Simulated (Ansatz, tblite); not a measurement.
## A script for CdP2C (GFN2-xTB)

These are simulated results from tblite 0.8.0, not measurements. The cell was built from a prototype and was relaxed with r2SCAN in plane waves (Ansatz 0.2.0). It may be hypothetical. All runs are without spin polarisation.

Space group P-4m2 (No. 115), tetragonal; conventional cell a = 3.305 Å, c = 5.972 Å, 16.31 Å³ an atom. Around Cd lie 4 P at 2.56 Å and 4 Cd at 3.30 Å; around P lie 2 C at 1.95 Å and 2 Cd at 2.56 Å; around C lie 4 P at 1.95 Å.

tblite solves periodic systems at the zone centre alone, so the script builds a cluster of 3×3×2 conventional cells (72 atoms), which folds in a coarse mesh of k points.

run.py reads:

```python
import json
from ase import Atoms
from ase.build import make_supercell
from ase.units import Bohr, GPa, Hartree
from tblite.interface import Calculator

atoms = Atoms(['Cd', 'P', 'C', 'P'],
              cell=[[3.30484424, 0.0, 0.0], [0.0, 3.30484424, 0.0], [0.0, 0.0, 5.97183637]],
              scaled_positions=[[0.0, 0.0, 0.0], [0.0, 0.5, 0.32654455], [0.5, 0.5, 0.5], [0.5, 0.0, 0.67345545]],
              pbc=True)
cluster = make_supercell(atoms, [[3, 0, 0], [0, 3, 0], [0, 0, 2]])
calc = Calculator('GFN2-xTB', cluster.numbers, cluster.positions / Bohr, lattice=cluster.cell[:] / Bohr, periodic=cluster.pbc)
calc.set('temperature', 0.02 / Hartree)
calc.set('max-iter', 150)
res = calc.singlepoint()
levels = res.get('orbital-energies') * Hartree
nv = round(res.get('orbital-occupations').sum() / 2)
cells = len(cluster) // len(atoms)
out = {'energy_per_cell': res.get('energy') * Hartree / cells, 'homo': levels[nv - 1], 'lumo': levels[nv],
       'stress': (-res.get('virial') * Hartree / cluster.get_volume() / GPa).tolist(), 'charges': res.get('charges')[:len(atoms)].tolist(), 'electrons': 2 * nv / cells}
json.dump(out, open('results.json', 'w'))
for key, value in out.items():
    print(key, value)
```

Command: `python run.py`. It took 8.3 s on 1 thread of Arm Neoverse V1, on a shared host, peak memory 0.12 GiB.

What it printed:

```
------------------------------------------------------------
  cycle        total energy    energy error   density error
------------------------------------------------------------
      1     -132.5019723911  -1.3318977E+02   5.3290244E-01
      2     -138.9105553522  -6.4085830E+00   5.4944083E-01
      3     -139.2529258708  -3.4237052E-01   3.8815525E-01
      4     -137.7725425457   1.4803833E+00   2.1011534E-01
      5     -138.0443346173  -2.7179207E-01   1.0484324E-01
      6     -138.9742011689  -9.2986655E-01   7.5380172E-02
      7     -139.1216192324  -1.4741806E-01   3.7619278E-02
      8     -139.2430441247  -1.2142489E-01   3.3393122E-02
      9     -139.1525317927   9.0512332E-02   3.5214734E-02
     10     -139.1864113945  -3.3879602E-02   3.0247844E-02
     11     -139.2065041123  -2.0092718E-02   2.8420163E-02
     12     -139.3170064440  -1.1050233E-01   1.1929402E-02
     13     -139.3227041914  -5.6977474E-03   5.7142168E-03
     14     -139.3139184885   8.7857029E-03   8.7804259E-03
     15     -139.3182571447  -4.3386561E-03   6.7509970E-03
     16     -139.3230517738  -4.7946291E-03   4.1017410E-03
     17     -139.3211665593   1.8852145E-03   4.5544908E-03
     18     -139.3195818147   1.5847446E-03   5.0876281E-03
     19     -139.3211799490  -1.5981342E-03   4.0982180E-03
     20     -139.3238340701  -2.6541211E-03   1.3398276E-03
     21     -139.3239144261  -8.0356011E-05   8.8032571E-04
     22     -139.3239804385  -6.6012408E-05   5.3179210E-04
     23     -139.3239739926   6.4458422E-06   4.6566386E-04
     24     -139.3239789608  -4.9681649E-06   4.0506930E-04
     25     -139.3239902867  -1.1325861E-05   2.3163206E-04
     26     -139.3239908541  -5.6743880E-07   1.7728266E-04
     27     -139.3239911263  -2.7218951E-07   1.4229201E-04
     28     -139.3239910086   1.1766653E-07   1.1411426E-04
     29     -139.3239909969   1.1682914E-08   1.1476010E-04
     30     -139.3239912804  -2.8343092E-07   7.9852700E-05
     31     -139.3239895334   1.7469920E-06   1.0221666E-04
     32     -139.3239911760  -1.6426222E-06   4.0782355E-05
     33     -139.3239914207  -2.4467246E-07   1.5137190E-05
------------------------------------------------------------

 total:                                   7.632 sec
energy_per_cell -210.62216183353743
homo -7.484298419176194
lumo -7.481872614200467
stress [[4.027206843306495, -7.036486161712107e-07, 6.4458506630761735e-06], [-7.036486161088797e-07, 4.026918341307654, -8.102453982133334e-06], [6.445850662561007e-06, -8.10245398207133e-06, 4.528522092807152]]
charges [0.22506405647570438, -0.10111582434555233, -0.02293795781804331, -0.10109868037280362]
electrons 16.0
```

The cycle table is in hartree for the whole cluster, and the lines after it are in eV (the energy for one cell). The printed stress is in GPa and positive in compression, and the pressure is its mean diagonal.

GFN2-xTB gives no gap at the points read. On the same cell, plane-wave PBE (Ansatz, 8×8×4 k points and the special points) gives no gap (an overlap of 0.58 eV at the points read) and r2SCAN no gap (an overlap of 0.50 eV at the points read); on shared hosts these took about 7.9 and 23 core-seconds on the 4-atom cell, against 8.3 for the script.

The same script was run on cells scaled at fixed shape and fractional coordinates:

```csv
volume (Å³/atom),energy (meV/atom),"pressure (GPa, positive in compression)",gap (eV)
14.35,144.8,21.53,0.00
15.33,46.5,11.41,0.00
16.31,0.0,4.19,0.00
17.28,-8.8,-0.99,0.00
18.26,10.0,-4.97,0.01
```

A Birch-Murnaghan fit puts the minimum at 17.06 Å³/atom, 4.6 % above the given cell, with a bulk modulus of 83.9 GPa at fixed shape.

xTB was fitted mostly to molecules, and a small cluster samples few k points, so gaps, pressures and kinks along a curve can be far from a solid's.

Spin-orbit coupling is left out.
